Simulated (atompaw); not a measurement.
# Pseudopotential generation for niobium: PAW (atompaw), LDA (PW92)

Aim: build the potential from the settings below, then test how well it stands in for the atom: scattering, ghost states and the plane-wave cutoff that it needs.

The numbers are computed with atompaw 4.2.0.5 (LDA (PW92), non-relativistic, spin-unpolarised reference atom).

## (1) Settings

The settings as typed:

| Item | Value |
| --- | --- |
| element | niobium (Nb, Z = 41) |
| type | PAW |
| frozen core | [Ar] 3d10 |
| valence charge | 13 |
| reference configuration | 4s2 4p6 4d4 5s0.5 5p0 (charge +0.5) |
| partial waves | 4s (bound): rc 1.35 bohr; 5s (bound): rc 2.55 bohr; 4p (bound): rc 1.65 bohr; 5p (bound, empty): rc 2.55 bohr; 4d (bound): rc 2.55 bohr; 4d channel at 4.85 Ry: rc 2.55 bohr |
| local potential | troulliermartins scheme with l = 3 at 0 Ry, radius 2.45 bohr |
| core correction | smooth core density matched at 1.75 bohr |
| augmentation charge | sinc compensation charge, radius 1.95 bohr; PAW radius 2.55 bohr; waves and projectors: custom rrkj vanderbiltortho |

An earlier all-electron run gives the scale for the radii.

All-electron outer shells of the reference configuration (LDA (PW92), non-relativistic, ld1.x):

```csv
shell,level (eV),outermost node (bohr),outermost maximum (bohr)
3p,-344.60,0.17,0.40
3d,-202.75,–,0.33
4s,-58.47,0.55,1.05
4p,-37.08,0.55,1.13
5s,-6.55,1.44,3.08
4d,-6.41,0.55,1.49
5p,-3.42,1.63,3.90
```

## (2) The generation run

Input file Nb.input:

```
Nb 41
LDA-PW loggrid 1500 logderivrange -6 5 276
5 5 4 0 0 0
5 0 0.5
5 1 0
4 2 4
0 0 0
c
c
c
v
v
c
c
v
v
c
v
2
2.55 1.95 2.45 1.75
n
n
y
4.85
n
custom rrkj vanderbiltortho sinc
3 0 troulliermartins
1.35
2.55
1.65
2.55
2.55
2.55
PWSCFOUT
UPFDX 0.0125d0 UPFXMIN -7.d0 UPFZMESH 41.d0
END
```

Run with:

```console
atompaw < Nb.input > Nb.log
```

Q: Predict the outcome of this session. Wanted: cutoffs for 10 and 1 mRy, occupied levels; bound ghosts; largest phase difference near zero energy, channels read; lowest eigenvalue of the overlap; share of valence orbitals outside the PAW sphere; UPF file.

**Answer**, as computed:

| quantity | value |
| --- | --- |
| cutoffs for 10 and 1 mRy, occupied levels | 30 Ry and 55 Ry |
| bound ghosts | none found |
| largest phase difference near zero energy, channels read | 0.022 rad |
| lowest eigenvalue of the overlap (Bessel basis) | 0.402 (s) |
| share of valence orbitals outside the PAW sphere | 4s 1 %, 5s 80 %, 4p 2 %, 5p 92 %, 4d 26 % |
| UPF file | written |

By its cutoff, 30 Ry for the looser tolerance, it is soft on the atom at that tolerance. No bound ghost shows below the valence levels. Near zero energy the phases of the channels with partial waves agree within 0.022 rad. All of this concerns the isolated atom, not yet a solid.
